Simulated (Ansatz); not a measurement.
# CH₆FNSi: basis-set convergence

An exercise on one series of results from a longer session: the logs are not shown, and one member is left open.

Computed with Ansatz 0.2.0, Gaussian basis. Level: one geometry, several basis sets.

Levels to be run: PBE0-D4/def2-SVP; ωB97M-V/def2-SVP; PBE0-D4/def2-QZVPP; ωB97M-V/def2-QZVPP; the functionals' def2-TZVPP values are taken from earlier runs.

## The geometry

An earlier PBE0-D4 in a triple-zeta def2 set relaxation fixed the geometry.

SMILES `FCN[SiH3]`, 10 atoms, charge 0, spin multiplicity 1.

Atoms are counted from 1 here; the program's logs count them from 0.

Bond lengths: F1–C2 1.402 Å, C2–N3 1.404 Å, C2–H5 1.093 Å, C2–H6 1.093 Å, N3–Si4 1.733 Å, N3–H7 1.009 Å, Si4–H8 1.485 Å, Si4–H9 1.485 Å, Si4–H10 1.488 Å. Angles: F1–C2–N3 112.9°, F1–C2–H5 105.9°, F1–C2–H6 106.1°, N3–C2–H5 111.3°, N3–C2–H6 110.2°, H5–C2–H6 110.2°, C2–N3–Si4 123.3°, C2–N3–H7 113.7°, Si4–N3–H7 118.1°, N3–Si4–H8 107.5°, N3–Si4–H9 106.5°, N3–Si4–H10 115.0°, H8–Si4–H9 111.2°, H8–Si4–H10 108.1°, H9–Si4–H10 108.6°.

Set-up of the first run:

Contents of in.yaml:

```yaml
crystal:
  periodic: [false, false, false]
  atoms:
    - {symbol: F, position_ang: [-1.309633, 0.908559, -1.435589]}
    - {symbol: C, position_ang: [-0.160834, 1.172256, -0.677100]}
    - {symbol: N, position_ang: [0.561631, 0.010845, -0.359387]}
    - {symbol: Si, position_ang: [0.076065, -1.102028, 0.877581]}
    - {symbol: H, position_ang: [0.440083, 1.862893, -1.273502]}
    - {symbol: H, position_ang: [-0.506721, 1.664109, 0.235776]}
    - {symbol: H, position_ang: [1.119043, -0.340950, -1.123068]}
    - {symbol: H, position_ang: [1.266307, -1.912020, 1.240809]}
    - {symbol: H, position_ang: [-0.384937, -0.280639, 2.025692]}
    - {symbol: H, position_ang: [-1.018006, -2.034226, 0.491686]}
basis:
  gaussian: {orbitals: def2-SVP}
hamiltonian: {xc: pbe0, dispersion: d4}
output: {orbitals: {seedname: orbitals}}
```

Started as:

```
$ ansatz run in.yaml --threads 2 --pin off --events-out ev --progress --plain --max-ram 4352MiB
```

Steps of the session up to this table: PBE0-D4 in def2-SVP; ωB97M-V in def2-SVP; PBE0-D4 in def2-QZVPP; ωB97M-V in def2-QZVPP.

One table of the session follows, with a row left open; its other results are not shown here.

It belongs to the step «Functionals by basis». 

```
functional       basis  HOMO (eV)  LUMO (eV)
   PBE0-D4    def2-SVP      -7.62       0.92
   PBE0-D4  def2-TZVPP      -7.79       0.33
   PBE0-D4  def2-QZVPP          ?          ?
   ωB97M-V    def2-SVP      -9.93       2.77
   ωB97M-V  def2-TZVPP     -10.12       1.92
   ωB97M-V  def2-QZVPP     -10.15       1.43
```

Estimate the missing values for PBE0-D4, def2-QZVPP.

**Answer.** HOMO (eV): -7.82; LUMO (eV): 0.12. In the column «HOMO (eV)» it lies between ωB97M-V, def2-SVP (-9.93) and PBE0-D4, def2-TZVPP (-7.79).
